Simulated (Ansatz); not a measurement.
# InH₃+ (doublet): wave-function methods side by side at distance In1–H3 = 5.757 Å, def2-SVP

Aim: climb from Hartree-Fock through coupled cluster and multireference methods for InH₃+ (doublet) at one geometry and basis, and see what each rung misses.

Program: Ansatz 0.2.0, Gaussian basis. Level of theory: def2-SVP, core rule «outside noble gas», up to 9 orbitals frozen. These are calculated values, not measurements.

To be run: UHF; CCSD(T) on ROHF; CCSD(T) on UHF; BCCD(T) on ROHF; CISD; CCSDT(Q) on ROHF; CCSDT(Q) on UHF; CASSCF and MRCISD+Q, 3 electrons in 3 orbitals; CASSCF and NEVPT2, 3 electrons in 3 orbitals; CASSCF and MRCISD+Q, 5 electrons in 7 orbitals; CASSCF and NEVPT4(SD), 5 electrons in 7 orbitals; CASSCF and NEVPT2, 5 electrons in 7 orbitals; Full CI.

39 further runs of the same task are left out: 21 for a known fault of the program, 15 that didn't finish, 3 set aside as unsound or not needed.

### Step 1. What is computed

The geometry derives from a PBE0/def2-TZVP stationary point (not a proven minimum). One bond is set to the value named and the two fragments are kept rigid. No spin-orbit coupling is included. Elements past krypton take def2 core potentials.

4 atoms, charge 1, spin multiplicity 2.

Atoms are counted from 1 here; the program's logs count them from 0.

Bond lengths: In1–H4 1.668 Å.

### Step 2. UHF

Contents of in.yaml:

```yaml
crystal:
  periodic: [false, false, false]
  atoms:
    - {symbol: In, position_ang: [0.000000, -0.016160, 0.035424]}
    - {symbol: H, position_ang: [0.000000, 2.335679, -0.033564]}
    - {symbol: H, position_ang: [0.000000, -0.449183, -5.705267]}
    - {symbol: H, position_ang: [0.000000, -0.045706, 1.703546]}
basis:
  gaussian: {orbitals: def2-SVP}
total_charge: 1
magnetization: {spin_polarized: true, initial_magnetization: 1}
hamiltonian: {xc: hf}
output: {orbitals: {seedname: orbitals}}
```

The run is started by

```console
$ ansatz run in.yaml --threads 1 --pin off --events-out ev --progress --plain --max-ram 2393MiB
```

Further steps of the session: CCSD(T) on ROHF; CCSD(T) on UHF; BCCD(T) on ROHF; CISD; CCSDT(Q) on ROHF; CCSDT(Q) on UHF; CASSCF and MRCISD+Q, 3 electrons in 3 orbitals; CASSCF and NEVPT2, 3 electrons in 3 orbitals; CASSCF and MRCISD+Q, 5 electrons in 7 orbitals; CASSCF and NEVPT4(SD), 5 electrons in 7 orbitals; CASSCF and NEVPT2, 5 electrons in 7 orbitals; Full CI.

**Question.** What will the summary of the whole plan be? Wanted: FCI below the RHF energy; RMP2 from FCI; UMP2 from FCI; RCCSD from FCI; RCCSD(T) from FCI; UCCSD(T) from FCI; RCCSDT(Q) from FCI; UCCSDT(Q) from FCI; NEVPT2 pair from FCI.

The runs gave:

```
                         quantity                                                                                                                                      value
         FCI below the RHF energy                                                                                                                                 -2.6739 eV
                    RMP2 from FCI                                                                                                                              +102.1 kJ/mol
                    UMP2 from FCI                                                                                                                               +56.3 kJ/mol
                   RCCSD from FCI                                                                                                                                +9.0 kJ/mol
                RCCSD(T) from FCI                                                                                                                                +1.6 kJ/mol
                UCCSD(T) from FCI                                                                                                                                +9.3 kJ/mol
               RCCSDT(Q) from FCI                                                                                                                                 0.0 kJ/mol
               UCCSDT(Q) from FCI                                                                                                                                +1.6 kJ/mol
             NEVPT2 pair from FCI                                                                                                                               +35.0 kJ/mol
           MRCISD+Q pair from FCI                                                                                                                                -2.2 kJ/mol
          NEVPT2 valence from FCI                                                                                                                                +9.7 kJ/mol
levels within 1 kcal/mol (43 meV)  RCCSD(T), BCCD(T), RCCSDT, UCCSDT, RCCSDT(Q), UCCSDT(Q), MRCISD pair, MRCISD+Q pair, NEVPT4(SD) valence, MRCISD valence, MRCISD+Q valence
                    T1 diagnostic                                                                                                                                      0.059
   effectively unpaired electrons                                                                                                                                       1.67
```

RCCSD(T) lands +1.6 kJ/mol from the yardstick (0.6 % of the correlation energy). CCSD(T) misses by +1.6 kJ/mol on the restricted determinant and by +9.3 kJ/mol on the unrestricted one; the two need not hold the same state or core. MRCISD+Q pair, MRCISD valence, MRCISD+Q valence fall below full CI, which methods that aren't variational can do. The occupations show some static correlation. Of the multireference levels listed NEVPT4(SD) valence comes nearest in total energy (+0.1 kJ/mol), which doesn't show that its space is the better one. These misses are within one basis, not against nature; the frozen cores of restricted and unrestricted runs differ, which can shift their rows.
